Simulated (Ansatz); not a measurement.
# LiIrS2: the cost of one run

Computed with Ansatz 0.2.0 (DFT PBE+U (U_eff = 5 eV on Ir d), plane waves, PAW, no spin–orbit coupling unless a run says so, unless a step's input says otherwise).

**1. The starting structure**

It takes space group R-3m (No. 166, trigonal). The conventional cell has a = 3.629 Å, b = 3.629 Å, c = 19.759 Å, α = 90.00°, β = 90.00°, γ = 120.00°. Li (site symmetry -3m) has 6 S at 2.88 Å in its first shell of neighbours. Ir (site symmetry -3m) has 6 S at 2.47 Å in its first shell of neighbours. S (site symmetry 3m) is surrounded by 3 Ir at 2.47 Å and 3 Li at 2.88 Å.

As a file:

```cif
data_structure
_symmetry_space_group_name_H-M 'R-3m:H'
_symmetry_Int_Tables_number 166
_cell_length_a 3.6285
_cell_length_b 3.6285
_cell_length_c 19.7594
_cell_angle_alpha 90.000
_cell_angle_beta 90.000
_cell_angle_gamma 120.000
_cell_volume 225.30
loop_
_atom_site_label
_atom_site_type_symbol
_atom_site_symmetry_multiplicity
_atom_site_Wyckoff_symbol
_atom_site_fract_x
_atom_site_fract_y
_atom_site_fract_z
_atom_site_occupancy
Li1 Li 3 b 0.33333 0.66667 0.16667 1
Ir1 Ir 3 a 0.00000 0.00000 0.00000 1
S1 S 6 c 0.00000 0.00000 0.26670 1
```

Magnetic order typed: ferromagnetic.

An earlier series on this cell reached its lowest free state from «from atoms, default search», perhaps among other starts (it ended with site moments under 0.05 μB).

**2. Random orbitals: single harmonics, second filling**

input.yaml reads:

```yaml
crystal:
  lattice:
    - [1.81426573, 1.04746681, 6.58647692]
    - [-1.81426573, 1.04746681, 6.58647692]
    - [0.0, -2.09493361, 6.58647692]
  atoms:
    - { symbol: Li, position: [0.5, 0.5, 0.5] }
    - { symbol: Ir, position: [0.0, 0.0, 0.0], spin: 0.3 }
    - { symbol: S, position: [0.2667, 0.2667, 0.2667] }
    - { symbol: S, position: [0.7333, 0.7333, 0.7333] }
basis:
  ecutwfc: 420
  ecutrho_ratio: 4
kpoints:
  mp_grid: { grid: [6, 6, 6] }
hamiltonian:
  xc: pbe
  hubbard:
    sites:
      - { site: 1, l: d, u_eff: 5.0, starting_ns: [{ spin: up, occupation_matrix: s1up }, { spin: down, occupation_matrix: s1down }] }
    occupation_matrices:
      s1up:
        matrix:
          - [0.97, 0.0, 0.0, 0.0, 0.0]
          - [0.0, 0.97, 0.0, 0.0, 0.0]
          - [0.0, 0.0, 0.97, 0.0, 0.0]
          - [0.0, 0.0, 0.0, 0.02, 0.0]
          - [0.0, 0.0, 0.0, 0.0, 0.02]
      s1down:
        matrix:
          - [0.02, 0.0, 0.0, 0.0, 0.0]
          - [0.0, 0.97, 0.0, 0.0, 0.0]
          - [0.0, 0.0, 0.02, 0.0, 0.0]
          - [0.0, 0.0, 0.0, 0.97, 0.0]
          - [0.0, 0.0, 0.0, 0.0, 0.97]
    ns_hold: until_converged
scf:
  occupations: { method: gaussian, width: 0.05 }
  lower_state_search: "off"
  max_iter: 150
output:
  forces: true
  stress: true
  eigenvalues: true
  populations: true
  hubbard: { sites: [{ site: 1, l: d }] }
magnetization:
  spin_polarized: true
```

The typed matrices put 0.97 on the chosen orbitals and 0.02 on the others, and are held until the SCF converges, then released.

Launch:

```sh
$ ansatz run input.yaml --threads 2 --pin off --max-ram 3072MiB --backend cpu --events-out ev --progress --plain --runs-dir out
```

**Question.** How long does this run take on 2 threads of Intel Xeon Platinum 8488C (Sapphire Rapids), shared host, and how much memory does it need?

About 14 s, with a peak of 0.58 GiB.
